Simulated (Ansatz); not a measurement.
**CH₅O₃Ta: how energies converge with the basis set**

The task here is to estimate one member of a computed series from the others.

Program: Ansatz 0.2.0, Gaussian basis. Level of theory: one geometry, several basis sets. These are calculated values, not measurements.

Plan: PBE0-D4/def2-SVP; ωB97M-V/def2-SVP; PBE0-D4/def2-QZVPP; ωB97M-V/def2-QZVPP; the functionals' def2-TZVPP values are taken from earlier runs.

2 further runs of the same task are left out: 2 for a known fault of the program.

### The relaxed structure

An earlier PBE0-D4 in a triple-zeta def2 set relaxation fixed the geometry. Ta takes the def2 core potential; no spin-orbit term is included.

10 atoms, charge 0, spin multiplicity 1.

Atoms are counted from 1 here; the program's logs count them from 0.

Bond lengths: C1–Ta2 2.163 Å, C1–H6 1.094 Å, C1–H7 1.094 Å, C1–H8 1.095 Å, Ta2–O3 1.720 Å, Ta2–O4 1.905 Å, Ta2–O5 1.905 Å, O4–H9 0.957 Å, O5–H10 0.957 Å. Angles: Ta2–C1–H6 110.6°, Ta2–C1–H7 110.6°, Ta2–C1–H8 111.2°, H6–C1–H7 107.5°, H6–C1–H8 108.4°, H7–C1–H8 108.4°, C1–Ta2–O3 104.6°, C1–Ta2–O4 107.8°, C1–Ta2–O5 107.8°, O3–Ta2–O4 111.1°, O3–Ta2–O5 111.1°, O4–Ta2–O5 113.9°, Ta2–O4–H9 131.1°, Ta2–O5–H10 131.1°.

Geometry (Å):

```
C    -0.3100   -1.3607   -0.6932
Ta    0.2421    0.4531    0.3471
O     1.5465   -0.0111    1.3680
O    -1.2623    1.0186    1.3701
O     0.8087    1.7222   -0.9559
H    -0.6062   -2.1380    0.0178
H     0.5363   -1.7475   -1.2690
H    -1.1440   -1.1846   -1.3803
H    -1.3932    1.0790    2.3164
H     1.6651    2.1179   -1.1181
```

The first run:

in.yaml reads:

```yaml
crystal:
  periodic: [false, false, false]
  atoms:
    - {symbol: C, position_ang: [-0.309989, -1.360707, -0.693157]}
    - {symbol: Ta, position_ang: [0.242124, 0.453081, 0.347132]}
    - {symbol: O, position_ang: [1.546543, -0.011114, 1.368034]}
    - {symbol: O, position_ang: [-1.262259, 1.018620, 1.370094]}
    - {symbol: O, position_ang: [0.808713, 1.722184, -0.955873]}
    - {symbol: H, position_ang: [-0.606178, -2.137978, 0.017822]}
    - {symbol: H, position_ang: [0.536290, -1.747544, -1.268986]}
    - {symbol: H, position_ang: [-1.144030, -1.184629, -1.380266]}
    - {symbol: H, position_ang: [-1.393209, 1.079032, 2.316377]}
    - {symbol: H, position_ang: [1.665096, 2.117854, -1.118076]}
basis:
  gaussian: {orbitals: def2-SVP}
hamiltonian: {xc: pbe0, dispersion: d4}
output: {orbitals: {seedname: orbitals}}
```

On the command line:

```
$ ansatz run in.yaml --threads 4 --pin off --events-out ev --progress --plain --max-ram 10444MiB
```

Steps of the session up to this table: PBE0-D4 in def2-SVP; ωB97M-V in def2-SVP; PBE0-D4 in def2-QZVPP; ωB97M-V in def2-QZVPP.

One table of the session follows, with a row left open; its other results are not shown here.

It belongs to the step «Density functionals: the series». 

| functional | basis | HOMO (eV) |
| --- | --- | --- |
| PBE0-D4 | def2-SVP | ? |
| PBE0-D4 | def2-TZVPP | -8.32 |
| PBE0-D4 | def2-QZVPP | -8.34 |
| ωB97M-V | def2-SVP | -10.57 |
| ωB97M-V | def2-TZVPP | -10.65 |
| ωB97M-V | def2-QZVPP | -10.68 |

Q: Estimate the row for PBE0-D4, def2-SVP from the others.

As computed: HOMO (eV): -8.26. In the column «HOMO (eV)» it is the highest.
